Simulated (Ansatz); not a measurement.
# S8: the cost of one run

Method: the levels named in each step, in Ansatz 0.2.0.

### Step 1. Starting point

Bond lengths: S1–S2 2.055 Å, S2–S3 2.056 Å, S3–S4 2.055 Å, S4–S5 2.056 Å, S5–S6 2.055 Å, S6–S7 2.056 Å, S1–S8 2.056 Å, S7–S8 2.055 Å. Angles: S1–S2–S3 108.4°, S2–S1–S8 108.4°, S2–S3–S4 108.4°, S3–S4–S5 108.4°, S4–S5–S6 108.4°, S5–S6–S7 108.4°, S6–S7–S8 108.4°, S1–S8–S7 108.4°.

Coordinates:

```xyz
8

S    -1.3744   -1.9667    0.2013
S    -2.3726   -0.2492   -0.3260
S    -1.8174    1.2459    0.9708
S    -0.3613    2.3796    0.0659
S     1.4702    1.7509    0.7553
S     2.2767    0.4651   -0.6306
S     1.9132   -1.4618   -0.0142
S     0.2655   -2.1637   -1.0224
```

### Step 2. A rough first relaxation, PBE-D4/def2-SVP

Input file input.yaml:

```yaml
crystal:
  periodic: [false, false, false]
  atoms:
    - { symbol: S, position_ang: [-1.37439, -1.96674, 0.20126] }
    - { symbol: S, position_ang: [-2.37259, -0.24922, -0.32596] }
    - { symbol: S, position_ang: [-1.81736, 1.24594, 0.97076] }
    - { symbol: S, position_ang: [-0.3613, 2.37964, 0.06585] }
    - { symbol: S, position_ang: [1.47024, 1.75085, 0.7553] }
    - { symbol: S, position_ang: [2.27674, 0.46512, -0.6306] }
    - { symbol: S, position_ang: [1.91321, -1.46184, -0.01421] }
    - { symbol: S, position_ang: [0.26545, -2.16374, -1.02241] }
basis:
  gaussian: { orbitals: def2-SVP }
hamiltonian:
  xc: pbe
  dispersion: d4
relax:
  f_tol: 0.03
  max_steps: 200
```

The run is started by

```bash
ansatz run input.yaml --threads 4 --pin off --max-ram 10240MiB --backend cpu --events-out ev --progress --plain --runs-dir out
```

What time and memory should one allow on 4 threads of Intel Xeon Platinum 8375C at 2.90GHz (Ice Lake), shared host?

About 5.4 s, with a peak of 0.27 GiB.
